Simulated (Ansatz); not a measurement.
# NiSi2 (Si2Ni-type): zero-pressure volume and bulk modulus with rPW86-PBE + rVV10

The task here is to estimate one member of a computed series from the others.

The COD entry's cell or inner coordinates are ideal or old and differ from later refinements, so a difference from it is no clean test against experiment.

Method: DFT rPW86-PBE + rVV10, scalar-relativistic, plane waves, PAW, in Ansatz 0.2.0.

**The starting structure**

It takes space group Fm-3m (No. 225, cubic). The conventional cell has a = 5.395 Å, b = 5.395 Å, c = 5.395 Å, α = 90.00°, β = 90.00°, γ = 90.00°. Si (site symmetry -43m) is surrounded by 4 Ni at 2.34 Å. Around Ni (site symmetry m-3m) lie 8 Si at 2.34 Å.

Coordinates:

```xyz
3
Lattice="0.0000 2.6975 2.6975 2.6975 0.0000 2.6975 2.6975 2.6975 0.0000" Properties=species:S:1:pos:R:3 pbc="T T T"
Si    1.3488    1.3488    1.3488
Si    4.0463    4.0463    4.0463
Ni    0.0000    0.0000    0.0000
```

An earlier run on this cell at PBE gave 3.81 GPa at 13.086 Å³/atom (8×8×8 mesh), metallic, no moment left. The cell is compressed at this level.

Set-up of the first run:

File input.yaml:

```yaml
crystal:
  lattice:
    - [0.0, 2.6975011173, 2.6975011173]
    - [2.6975011173, 0.0, 2.6975011173]
    - [2.6975011173, 2.6975011173, 0.0]
  atoms:
    - { symbol: Si, position: [0.25, 0.25, 0.25] }
    - { symbol: Si, position: [0.75, 0.75, 0.75] }
    - { symbol: Ni, position: [0.0, 0.0, 0.0], spin: 0.05 }
basis:
  ecutwfc: 420
  ecutrho_ratio: 4
kpoints:
  mp_grid: { grid: [8, 8, 8] }
hamiltonian:
  xc: { exchange: rpw86, correlation: pbe }
  dispersion: rvv10
scf:
  occupations: { method: gaussian, width: 0.05 }
output:
  forces: true
  stress: true
  eigenvalues: true
  populations: true
magnetization:
  spin_polarized: true
checkpoint:
  read: start.run
  write: ck
  compress: false
  write_wavefunctions: false
  write_every: 100000
```

start.run holds the state of a PBE run on this cell.

Started as:

```
$ ansatz run input.yaml --threads 4 --pin off --max-ram 8192MiB --backend cpu --events-out ev --progress --plain --runs-dir out
```

Among the steps run: At the given cell; Stepping to 13.634 Å³/atom; Stepping to 13.708 Å³/atom; Volume × 0.98 of the new zero; Volume × 1.02 of the new zero; Volume × 0.96 of the new zero; Volume × 1.04 of the new zero.

One table of the session follows, with a row left open; its other results are not shown here.

It belongs to the step «Energy and pressure against volume». 

| volume (Å³/atom) | energy (meV/atom) | pressure (GPa) |
| --- | --- | --- |
| 13.159 | 8.74 | 5.42 |
| 13.434 | 2.16 | 2.52 |
| 13.708 | 0.00 | 0.01 |
| 13.982 | ? | ? |
| 14.256 | 7.87 | -4.69 |

Q: Estimate the row for volume (Å³/atom) = 13.982 from the others.

Worked estimate for «energy (meV/atom)». A straight line through the neighbours (13.708, 0.00) and (14.256, 7.87) gives 0.00 + (7.87 − 0.00) × (13.982 − 13.708) / (14.256 − 13.708) = 3.93; a parabola fitted to 3 rows on both sides gives 1.90.

The run gave: energy (meV/atom): 1.87; pressure (GPa): -2.37. In «energy (meV/atom)» the line misses by +2.06 and the parabola by +0.03.

Caveats from the session: Warnings in the runs' records: seeded moment not kept.
